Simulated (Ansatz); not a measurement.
# C4H2F4: how energies converge with the basis set

The task here is to estimate one member of a computed series from the others.

The runs use Ansatz 0.2.0, Gaussian basis; one geometry, several basis sets.

Levels to be run: PBE0-D4/def2-SVP; ωB97M-V/def2-SVP; PBE0-D4/def2-QZVPP; ωB97M-V/def2-QZVPP; the functionals' def2-TZVPP values are taken from earlier runs.

### The geometry

An earlier PBE0-D4 in a triple-zeta def2 set relaxation fixed the geometry.

SMILES `FC1=CC(F)(F)C1F`, 10 atoms, charge 0, spin multiplicity 1.

Atoms are counted from 1 here; the program's logs count them from 0.

Bond lengths: F1–C2 1.307 Å, C2–C3 1.332 Å, C2–C7 1.496 Å, C3–C4 1.497 Å, C3–H9 1.080 Å, C4–F5 1.352 Å, C4–F6 1.345 Å, C4–C7 1.559 Å, C7–F8 1.361 Å, C7–H10 1.093 Å. Angles: F1–C2–C3 133.4°, F1–C2–C7 128.7°, C3–C2–C7 97.8°, C2–C3–C4 90.8°, C2–C3–H9 136.1°, C4–C3–H9 133.1°, C3–C4–F5 115.8°, C3–C4–F6 116.4°, C3–C4–C7 88.6°, F5–C4–F6 106.8°, F5–C4–C7 114.9°, F6–C4–C7 113.8°, C2–C7–C4 82.6°, C2–C7–F8 116.4°, C2–C7–H10 116.9°, C4–C7–F8 115.6°, C4–C7–H10 114.3°, F8–C7–H10 109.1°.

Set-up of the first run:

File in.yaml:

```yaml
crystal:
  periodic: [false, false, false]
  atoms:
    - {symbol: F, position_ang: [-1.746566, -0.107660, 1.650298]}
    - {symbol: C, position_ang: [-0.855826, 0.026583, 0.703954]}
    - {symbol: C, position_ang: [-0.783164, 0.793127, -0.382509]}
    - {symbol: C, position_ang: [0.550274, 0.209605, -0.730557]}
    - {symbol: F, position_ang: [0.623685, -0.423298, -1.923278]}
    - {symbol: F, position_ang: [1.603128, 1.043690, -0.667115]}
    - {symbol: C, position_ang: [0.417801, -0.732403, 0.503974]}
    - {symbol: F, position_ang: [1.370015, -0.581269, 1.465279]}
    - {symbol: H, position_ang: [-1.422830, 1.513037, -0.870703]}
    - {symbol: H, position_ang: [0.326782, -1.792512, 0.253557]}
basis:
  gaussian: {orbitals: def2-SVP}
hamiltonian: {xc: pbe0, dispersion: d4}
output: {orbitals: {seedname: orbitals}}
```

The run is started by

```
> ansatz run in.yaml --threads 8 --pin off --events-out ev --progress --plain --max-ram 18278MiB
```

Steps of the session up to this table: PBE0-D4 in def2-SVP; ωB97M-V in def2-SVP; PBE0-D4 in def2-QZVPP; ωB97M-V in def2-QZVPP.

One table of the session follows, with a row left open; its other results are not shown here.

It belongs to the step «Functionals by basis». 

| functional | basis | HOMO (eV) |
| --- | --- | --- |
| PBE0-D4 | def2-SVP | ? |
| PBE0-D4 | def2-TZVPP | -8.82 |
| PBE0-D4 | def2-QZVPP | -8.86 |
| ωB97M-V | def2-SVP | -10.95 |
| ωB97M-V | def2-TZVPP | -11.06 |
| ωB97M-V | def2-QZVPP | -11.10 |

Q: Estimate the row for PBE0-D4, def2-SVP from the others.

As computed: HOMO (eV): -8.74. In the column «HOMO (eV)» it is the highest.
